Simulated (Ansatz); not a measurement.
# CH₈FNOSi₂: up Jacob's ladder to CCSD(T)

One table from this session's results is given with a row withheld; the runs are named, their logs left out.

Method: functionals in def2-TZVPP, the program's frozen cores in correlated methods; program: Ansatz 0.2.0, Gaussian basis.

Plan: LDA (SPW92), PBE-D4, revPBE-D4, BLYP-D4, r2SCAN-D4, B97M-V, PBE0-D4, B3LYP-D4, r2SCANh-D4, r2SCAN0-D4, HSE06-D4, BHLYP-D4, CAM-B3LYP-D4, LC-ωPBE, ωB97X-V, ωB97M-V, B2PLYP, PBE-QIDH; CCSD(T)/def2-SVP; CCSD(T)/def2-TZVPP; MP2/def2-QZVPP; extrapolation to the limit; RPA on PBE.

## The relaxed structure

The geometry comes from an earlier relaxation with PBE0-D4 in a triple-zeta def2 set; it is a stationary point, not always the lowest conformer.

SMILES `CN([SiH2]O)[SiH2]F`, 14 atoms, charge 0, spin multiplicity 1.

Atoms are counted from 1 here; the program's logs count them from 0.

Bond lengths: C1–N2 1.467 Å, C1–H7 1.094 Å, C1–H8 1.094 Å, C1–H9 1.093 Å, N2–Si3 1.727 Å, N2–Si5 1.707 Å, Si3–O4 1.644 Å, Si3–H10 1.480 Å, Si3–H11 1.484 Å, O4–H12 0.959 Å, Si5–F6 1.605 Å, Si5–H13 1.481 Å, Si5–H14 1.478 Å. Angles: N2–C1–H7 110.5°, N2–C1–H8 112.0°, N2–C1–H9 110.6°, H7–C1–H8 107.9°, H7–C1–H9 107.5°, H8–C1–H9 108.1°, C1–N2–Si3 116.6°, C1–N2–Si5 118.3°, Si3–N2–Si5 124.7°, N2–Si3–O4 113.7°, N2–Si3–H10 109.1°, N2–Si3–H11 106.1°, O4–Si3–H10 103.4°, O4–Si3–H11 111.6°, H10–Si3–H11 113.0°, Si3–O4–H12 117.7°, N2–Si5–F6 112.1°, N2–Si5–H13 109.2° and more.

Set-up of the first run:

File in.yaml:

```yaml
crystal:
  periodic: [false, false, false]
  atoms:
    - {symbol: C, position_ang: [-0.585708, -1.210597, -0.846516]}
    - {symbol: N, position_ang: [-0.269781, -0.120265, 0.082949]}
    - {symbol: Si, position_ang: [1.258766, -0.204083, 0.883360]}
    - {symbol: O, position_ang: [2.544463, -0.143561, -0.140009]}
    - {symbol: Si, position_ang: [-1.339887, 1.206971, 0.167776]}
    - {symbol: F, position_ang: [-1.186315, 2.188134, -1.092817]}
    - {symbol: H, position_ang: [-0.260225, -2.170670, -0.435341]}
    - {symbol: H, position_ang: [-0.098836, -1.077040, -1.816559]}
    - {symbol: H, position_ang: [-1.664262, -1.273463, -1.014217]}
    - {symbol: H, position_ang: [1.396489, -1.528817, 1.529670]}
    - {symbol: H, position_ang: [1.278151, 0.918389, 1.853696]}
    - {symbol: H, position_ang: [2.686051, 0.667353, -0.631066]}
    - {symbol: H, position_ang: [-2.734993, 0.711536, 0.115285]}
    - {symbol: H, position_ang: [-1.037012, 2.006812, 1.372589]}
basis:
  gaussian: {orbitals: def2-TZVPP}
hamiltonian: {xc: lda}
output: {orbitals: {seedname: orbitals}}
```

Steps of the session up to this table: LDA; PBE-D4 (GGA); revPBE-D4 (GGA); BLYP-D4 (GGA); r2SCAN-D4 (meta-GGA); B97M-V (meta-GGA); PBE0-D4 (hybrid); B3LYP-D4 (hybrid); r2SCANh-D4 (hybrid); r2SCAN0-D4 (hybrid); HSE06-D4 (hybrid); BHLYP-D4 (hybrid); CAM-B3LYP-D4 (range-separated); LC-ωPBE (range-separated); ωB97X-V (range-separated); ωB97M-V (range-separated); B2PLYP (double hybrid); PBE-QIDH (double hybrid).

One table of the session follows, with a row left open; its other results are not shown here.

It belongs to the step «Frontier levels by functional». 

| functional | HOMO (eV) | LUMO (eV) | gap (eV) |
| --- | --- | --- | --- |
| LDA (SPW92) | -6.57 | -0.77 | 5.79 |
| PBE-D4 | -6.42 | -0.54 | 5.88 |
| revPBE-D4 | -6.35 | -0.43 | 5.93 |
| BLYP-D4 | -6.28 | -0.48 | 5.80 |
| r2SCAN-D4 | -6.68 | -0.06 | 6.62 |
| B97M-V | -6.84 | -0.41 | 6.44 |
| PBE0-D4 | -7.76 | 0.31 | 8.07 |
| B3LYP-D4 | ? | ? | ? |
| r2SCANh-D4 | -7.19 | 0.21 | 7.40 |
| r2SCAN0-D4 | -7.96 | 0.60 | 8.56 |
| HSE06-D4 | -7.36 | -0.06 | 7.30 |
| BHLYP-D4 | -9.03 | 1.03 | 10.06 |
| CAM-B3LYP-D4 | -9.15 | 1.16 | 10.31 |
| LC-ωPBE | -10.53 | 2.42 | 12.95 |
| ωB97X-V | -10.17 | 2.21 | 12.39 |
| ωB97M-V | -10.10 | 1.81 | 11.91 |

Q: Estimate the row for B3LYP-D4 from the others.

Worked estimate for «HOMO (eV)». Against the share of exact exchange, BLYP-D4 (0, -6.28), BHLYP-D4 (0.5, -9.03) give a slope of -5.50 per unit share; at 0.2 the line stands at -7.38.

The run gave: HOMO (eV): -7.52; LUMO (eV): 0.02; gap (eV): 7.55. In «HOMO (eV)» the line misses by +0.14.
